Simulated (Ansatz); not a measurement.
# CH₆AlNO₂Si: one species, many methods

One table from this session's results is given with a row withheld; the runs are named, their logs left out.

Program: Ansatz 0.2.0, Gaussian basis. Level of theory: functionals in def2-TZVPP, the program's frozen cores in correlated methods. These are calculated values, not measurements.

Plan: PBE-D4, r2SCAN-D4, PBE0-D4, B3LYP-D4, ωB97X-V, ωB97M-V, B2PLYP; CCSD(T)/def2-TZVPP; MP2/def2-QZVPP; extrapolation to the limit.

### The geometry

All runs share one geometry, relaxed beforehand with PBE0-D4 in a triple-zeta def2 set.

SMILES `N[C@H]1O[Si@@H](O)[AlH]1`, 12 atoms, charge 0, spin multiplicity 1.

Atoms are counted from 1 here; the program's logs count them from 0.

Bond lengths: N1–C2 1.437 Å, N1–H7 1.014 Å, N1–H8 1.009 Å, C2–O3 1.470 Å, C2–Al6 1.985 Å, C2–H9 1.094 Å, O3–Si4 1.718 Å, Si4–O5 1.638 Å, Si4–Al6 2.363 Å, Si4–H10 1.484 Å, O5–H11 0.969 Å, Al6–H12 1.590 Å. Angles: C2–N1–H7 113.2°, C2–N1–H8 112.0°, H7–N1–H8 109.0°, N1–C2–O3 111.1°, N1–C2–Al6 122.8°, N1–C2–H9 113.9°, O3–C2–Al6 78.7°, O3–C2–H9 104.1°, Al6–C2–H9 117.6°, C2–O3–Si4 110.6°, O3–Si4–O5 111.8°, O3–Si4–Al6 63.9°, O3–Si4–H10 107.9°, O5–Si4–Al6 126.3°, O5–Si4–H10 106.1°, Al6–Si4–H10 126.7°, Si4–O5–H11 108.8°, C2–Al6–Si4 73.7° and more.

The first run:

The input, in.yaml:

```yaml
crystal:
  periodic: [false, false, false]
  atoms:
    - {symbol: N, position_ang: [-1.294222, -0.880480, -0.117539]}
    - {symbol: C, position_ang: [-0.500523, 0.003786, -0.925056]}
    - {symbol: O, position_ang: [-0.049729, 1.168484, -0.149487]}
    - {symbol: Si, position_ang: [1.050649, 0.687536, 1.079016]}
    - {symbol: O, position_ang: [0.293226, -0.099286, 2.300272]}
    - {symbol: Al, position_ang: [1.471226, -0.163963, -1.084509]}
    - {symbol: H, position_ang: [-2.279837, -0.643931, -0.115965]}
    - {symbol: H, position_ang: [-1.188939, -1.844716, -0.396572]}
    - {symbol: H, position_ang: [-1.042374, 0.439377, -1.769196]}
    - {symbol: H, position_ang: [1.630717, 1.915362, 1.676534]}
    - {symbol: H, position_ang: [-0.369992, -0.696157, 1.922547]}
    - {symbol: H, position_ang: [2.356898, 0.058788, -2.386145]}
basis:
  gaussian: {orbitals: def2-TZVPP}
hamiltonian: {xc: pbe, dispersion: d4}
output: {forces: true, orbitals: {seedname: orbitals}}
```

Run with:

```sh
$ ansatz run in.yaml --threads 4 --pin off --events-out ev --progress --plain --max-ram 10444MiB
```

Among the steps run: PBE-D4 (GGA); r2SCAN-D4 (meta-GGA); PBE0-D4 (hybrid); B3LYP-D4 (hybrid); ωB97X-V (range-separated); ωB97M-V (range-separated); B2PLYP (double hybrid); CCSD(T) in def2-TZVPP; MP2 in def2-QZVPP.

One of the session's tables, all rows but one given; the rest of the session is left out.

It belongs to the step «Atomisation energies». 

```
            method  atomisation energy (kJ/mol)
            PBE-D4                       4352.8
         r2SCAN-D4                       4265.1
           PBE0-D4                            ?
          B3LYP-D4                       4239.1
           ωB97X-V                       4277.7
           ωB97M-V                       4272.1
            B2PLYP                       4191.9
     HF/def2-TZVPP                       2855.6
    MP2/def2-TZVPP                       4218.6
   CCSD/def2-TZVPP                       4034.7
CCSD(T)/def2-TZVPP                       4119.0
           MP2/CBS                       4363.3
       CCSD(T)/CBS                       4263.6
```

Estimate the missing values for PBE0-D4.

**Answer.** atomisation energy (kJ/mol): 4236.1. In the column «atomisation energy (kJ/mol)» it lies between MP2/def2-TZVPP (4218.6) and B3LYP-D4 (4239.1).
